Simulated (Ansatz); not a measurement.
# C2H8SiTe: one species, many methods

One table from this session's results is given with a row withheld; the runs are named, their logs left out.

Computed with Ansatz 0.2.0, Gaussian basis. Level: functionals in def2-TZVPP, the program's frozen cores in correlated methods.

Levels to be run: PBE-D4, r2SCAN-D4, PBE0-D4, B3LYP-D4, ωB97X-V, ωB97M-V, B2PLYP; CCSD(T)/def2-TZVPP; MP2/def2-QZVPP; extrapolation to the limit.

## The geometry

The geometry comes from an earlier relaxation with PBE0-D4 in a triple-zeta def2 set; it is a stationary point, not always the lowest conformer. Te takes the def2 core potential; no spin-orbit term is included.

SMILES `CC[SiH2][TeH]`, 12 atoms, charge 0, spin multiplicity 1.

Atoms are counted from 1 here; the program's logs count them from 0.

Bond lengths: C1–C2 1.524 Å, C1–H5 1.093 Å, C1–H6 1.093 Å, C1–H7 1.093 Å, C2–Si3 1.875 Å, C2–H8 1.097 Å, C2–H9 1.095 Å, Si3–Te4 2.501 Å, Si3–H10 1.488 Å, Si3–H11 1.487 Å, Te4–H12 1.658 Å. Angles: C2–C1–H5 111.1°, C2–C1–H6 111.4°, C2–C1–H7 111.4°, H5–C1–H6 107.8°, H5–C1–H7 107.4°, H6–C1–H7 107.6°, C1–C2–Si3 114.3°, C1–C2–H8 110.8°, C1–C2–H9 110.7°, Si3–C2–H8 106.7°, Si3–C2–H9 107.9°, H8–C2–H9 106.1°, C2–Si3–Te4 112.9°, C2–Si3–H10 110.9°, C2–Si3–H11 110.5°, Te4–Si3–H10 103.5°, Te4–Si3–H11 109.6°, H10–Si3–H11 109.2° and more.

Set-up of the first run:

Input file in.yaml:

```yaml
crystal:
  periodic: [false, false, false]
  atoms:
    - {symbol: C, position_ang: [-0.488578, 1.518796, 0.142836]}
    - {symbol: C, position_ang: [-0.156108, 0.217335, 0.861840]}
    - {symbol: Si, position_ang: [0.953002, -0.938989, -0.111182]}
    - {symbol: Te, position_ang: [-0.042239, -1.628145, -2.300233]}
    - {symbol: H, position_ang: [-1.002516, 1.326337, -0.801939]}
    - {symbol: H, position_ang: [-1.134570, 2.156174, 0.751361]}
    - {symbol: H, position_ang: [0.415348, 2.088915, -0.087058]}
    - {symbol: H, position_ang: [0.353803, 0.417168, 1.812378]}
    - {symbol: H, position_ang: [-1.070497, -0.328840, 1.117058]}
    - {symbol: H, position_ang: [2.216645, -0.257723, -0.503541]}
    - {symbol: H, position_ang: [1.278094, -2.147646, 0.691226]}
    - {symbol: H, position_ang: [-1.245486, -2.478483, -1.538845]}
basis:
  gaussian: {orbitals: def2-TZVPP}
hamiltonian: {xc: pbe, dispersion: d4}
output: {forces: true, orbitals: {seedname: orbitals}}
```

Launch:

```sh
> ansatz run in.yaml --threads 4 --pin off --events-out ev --progress --plain --max-ram 10444MiB
```

Among the steps run: PBE-D4 (GGA); r2SCAN-D4 (meta-GGA); PBE0-D4 (hybrid); B3LYP-D4 (hybrid); ωB97X-V (range-separated); ωB97M-V (range-separated); B2PLYP (double hybrid); CCSD(T) in def2-TZVPP; MP2 in def2-QZVPP.

One table of the session follows, with a row left open; its other results are not shown here.

It belongs to the step «Atomisation energies». 

| method | atomisation energy (kJ/mol) |
| --- | --- |
| PBE-D4 | 4070.1 |
| r2SCAN-D4 | 4040.0 |
| PBE0-D4 | 4039.5 |
| B3LYP-D4 | 4040.7 |
| ωB97X-V | 4055.2 |
| ωB97M-V | 4037.6 |
| B2PLYP | 3987.0 |
| HF/def2-TZVPP | 3026.3 |
| MP2/def2-TZVPP | 3955.6 |
| CCSD/def2-TZVPP | 3903.7 |
| CCSD(T)/def2-TZVPP | 3951.1 |
| MP2/CBS | 4060.9 |
| CCSD(T)/CBS | ? |

Q: Estimate the row for CCSD(T)/CBS from the others.

As computed: atomisation energy (kJ/mol): 4056.3. In the column «atomisation energy (kJ/mol)» it lies between ωB97X-V (4055.2) and MP2/CBS (4060.9).

To keep in mind: Free atoms (2 C, 1 Si, 1 Te, 8 H) were run apart at each level; the atomisation energy is their sum less the molecule, without zero-point or spin-orbit terms.
